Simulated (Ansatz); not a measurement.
# MoGe (singlet): the correlation ladder, def2-SVP

The task here is to estimate one member of a computed series from the others.

Computed with Ansatz 0.2.0, Gaussian basis. Level: def2-SVP, core rule «outside noble gas», up to 18 orbitals frozen.

Plan: UHF; CCSD(T) on RHF; CCSD(T) on UHF; CISD; CCSDT(Q) on RHF; CCSDT(Q) on UHF; CASSCF and MRCISD+Q, 10 electrons in 10 orbitals; CASSCF and MRCISD+Q(relaxed), 10 electrons in 10 orbitals; CASSCF and NEVPT2, 10 electrons in 10 orbitals.

20 further runs of the same task are left out: 2 for a known fault of the program, 5 that didn't finish, 13 set aside as unsound or not needed.

### The system

The geometry is a PBE0/def2-TZVP stationary point (not a proven minimum) of the parent state, kept for this charge and spin. No spin-orbit coupling is included. Elements past krypton take def2 core potentials. The filled d shell of Ge may be among the frozen orbitals whatever the setting's name suggests; the logs give the count.

2 atoms, charge 0, spin multiplicity 1.

Atoms are counted from 1 here; the program's logs count them from 0.

Bond lengths: Mo1–Ge2 2.316 Å.

Set-up of the first run:

File in.yaml:

```yaml
crystal:
  periodic: [false, false, false]
  atoms:
    - {symbol: Mo, position_ang: [0.000000, 0.000000, 0.000000]}
    - {symbol: Ge, position_ang: [0.000000, 0.000000, 2.316000]}
basis:
  gaussian: {orbitals: def2-SVP}
magnetization: {spin_polarized: true, initial_magnetization: 0}
hamiltonian: {xc: hf}
output: {orbitals: {seedname: orbitals}}
```

Command:

```bash
$ ansatz run in.yaml --threads 1 --pin off --events-out ev --progress --plain --max-ram 2393MiB
```

Steps of the session up to this table: UHF; CCSD(T) on RHF; CCSD(T) on UHF; CISD; CCSDT(Q) on RHF; CCSDT(Q) on UHF; CASSCF and MRCISD+Q, 10 electrons in 10 orbitals; CASSCF and MRCISD+Q(relaxed), 10 electrons in 10 orbitals; CASSCF and NEVPT2, 10 electrons in 10 orbitals.

One of the session's tables, all rows but one given; the rest of the session is left out.

| method | from RCCSDT(Q) (meV) |
| --- | --- |
| RHF | +8116.2 |
| UHF | +5112.7 |
| RMP2 | +1127.8 |
| UMP2 | +1355.6 |
| CISD | +2030.1 |
| RCCSD | +945.0 |
| UCCSD | -27.2 |
| RCCSD(T) | +329.5 |
| UCCSD(T) | -621.0 |
| RCCSDT | +198.5 |
| UCCSDT | -1102.1 |
| RCCSDT(Q) | 0 |
| UCCSDT(Q) | -1288.7 |
| CASSCF valence | ? |
| NEVPT2 valence | +869.0 |
| MRCISD valence | +347.5 |
| MRCISD+Q valence | +13.3 |
| MRCISD+Q(relaxed) valence | -22.2 |

Estimate the missing values for CASSCF valence.

**Answer.** from RCCSDT(Q) (meV): +4106.3. In the column «from RCCSDT(Q) (meV)» it lies between CISD (+2030.1) and UHF (+5112.7).

The program flags RCCSD(T), UCCSD(T), UCCSDT(Q) as in doubt (see the logs), so those rows may rest on another solution; read them beside their warnings.

Limits of these values: The determinant is far from a pure spin state, so its energy mixes those of several spin states (harmless only where they are near-degenerate, as at dissociation). The program flags RCCSD(T), UCCSD(T), UCCSDT(Q) as in doubt, so those rows may rest on another solution; read them beside their warnings. Warnings: restricted reference is unstable; spin contamination; large T1 diagnostic. Restricted and unrestricted rows rest on different reference determinants; where their highest levels disagree by more than a few hundredths of an eV, they describe different states and don't form one ladder.
